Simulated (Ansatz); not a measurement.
# Mg2Cd3S2: the cost of one run

Program: Ansatz 0.2.0. Level of theory: DFT PBE, scalar-relativistic, plane waves, PAW, unless a step names another level. These are calculated values, not measurements.

9 further runs of the same task are left out: 9 set aside as unsound or not needed. Runs told in other sessions of the task aren't counted.

### Step 1. Plan

Pauling electronegativities: Mg 1.31, Cd 1.69, S 2.58 (spread 1.27). No set of common oxidation states balances it. Tabulated atomic sizes suggest about 21 Å³/atom. 23 candidates were drawn, by swapping species into database cells of other compounds, at random by space group and Wyckoff sites, or by hand, as the table says:

| name | made from | space group no. | Wyckoff sites | atoms (primitive cell) | V (Å³/atom) |
| --- | --- | --- | --- | --- | --- |
| c01 | built by hand: buckled MgS double layer / Cd3 intergrowth | 164 | Mg 2d; Cd 2d, 1a; S 2d | 7 | 22.9 |
| c02 | database cell of K2Sn2O3 | 166 | Mg 3a, 3b; Cd 9d; S 6c | 7 | 20.9 |
| c03 | built by hand: MgS(001) bilayer / Cd3 intergrowth | 139 | Mg 4e; Cd 4e, 2a; S 4e | 7 | 21.1 |
| c04 | random | 166 | Mg 6c; Cd 6c, 3b; S 6c | 7 | 21.2 |
| c05 | random | 187 | Mg 2i; Cd 1e, 2h; S 1c, 1b | 7 | 21.9 |
| c06 | random | 164 | Mg 1b, 1a; Cd 3f; S 2d | 7 | 25.7 |
| c07 | random | 65 | Mg 2c, 2a; Cd 4i, 2d; S 4e | 7 | 21.3 |
| c08 | random | 164 | Mg 2d; Cd 3e; S 2c | 7 | 21.5 |
| c09 | database cell of Pd3Pb2Se2 | 166 | Mg 3a, 3b; Cd 9e; S 6c | 7 | 20.5 |
| c10 | random | 191 | Mg 2d; Cd 2e, 1a; S 2c | 7 | 26.3 |
| c11 | built by hand: MgS(111) slab / close-packed Cd3 intergrowth | 156 | Mg 1b, 1a; Cd 1b, 1b, 1c; S 1c, 1a | 7 | 21.2 |
| c12 | random | 123 | Mg 2e; Cd 2f, 1b; S 2h | 7 | 26.1 |
| c13 | random | 99 | Mg 2c; Cd 1b, 1a, 1b; S 2c | 7 | 22.5 |
| c14 | random | 123 | Mg 1d, 1a; Cd 2e, 1c; S 2g | 7 | 25.0 |
| c15 | random | 71 | Mg 4i; Cd 4g, 2b; S 4h | 7 | 24.3 |
| c16 | random | 191 | Mg 2d; Cd 2c, 1a; S 2e | 7 | 21.2 |
| c17 | built by hand: shandite Ni3Pb2S2 | 166 | Mg 3b, 3a; Cd 9d; S 6c | 7 | 20.8 |
| c18 | random | 189 | Mg 2d; Cd 3g; S 2c | 7 | 23.0 |
| c19 | random | 191 | Mg 1a, 1b; Cd 3f; S 2d | 7 | 23.6 |
| c20 | random | 183 | Mg 2b; Cd 2b, 1a; S 2b | 7 | 21.2 |
| c21 | random | 164 | Mg 2d; Cd 2d, 1b; S 2c | 7 | 24.7 |
| c22 | random | 156 | Mg 1a, 1a; Cd 3d; S 1b, 1b | 7 | 21.2 |
| c23 | random | 187 | Mg 2g; Cd 1e, 1b, 1c; S 2i | 7 | 21.7 |

### Step 2. Screening run of c03

File input.yaml:

```yaml
crystal:
  lattice:
    - [-1.84, 1.84, 10.9]
    - [1.84, -1.84, 10.9]
    - [1.84, 1.84, -10.9]
  atoms:
    - { symbol: Mg, position: [0.19, 0.19, 0.0] }
    - { symbol: Mg, position: [0.81, 0.81, 0.0] }
    - { symbol: Cd, position: [0.572, 0.572, 0.0] }
    - { symbol: Cd, position: [0.428, 0.428, 0.0] }
    - { symbol: Cd, position: [0.0, 0.0, 0.0] }
    - { symbol: S, position: [0.69, 0.69, 0.0] }
    - { symbol: S, position: [0.31, 0.31, 0.0] }
basis:
  ecutwfc: 420
kpoints:
  mp_grid: { grid: [6, 6, 6] }
hamiltonian:
  xc: pbe
scf:
  occupations: { method: gaussian, width: 0.2 }
  lower_state_search: "off"
output:
  forces: true
  stress: true
  eigenvalues: true
relax:
  adjacent_minimum: "off"
  f_tol: 0.08
  max_steps: 16
  cell: { stress_tol: 0.8 }
```

Run with:

```bash
> ansatz run input.yaml --threads 1 --pin off --max-ram 2560MiB --backend cpu --events-out ev --progress --plain --runs-dir out
```

What time and memory should one allow on 1 thread of Intel Xeon 6975P-C (Granite Rapids), shared host?

About 80 s, with a peak of 0.55 GiB.
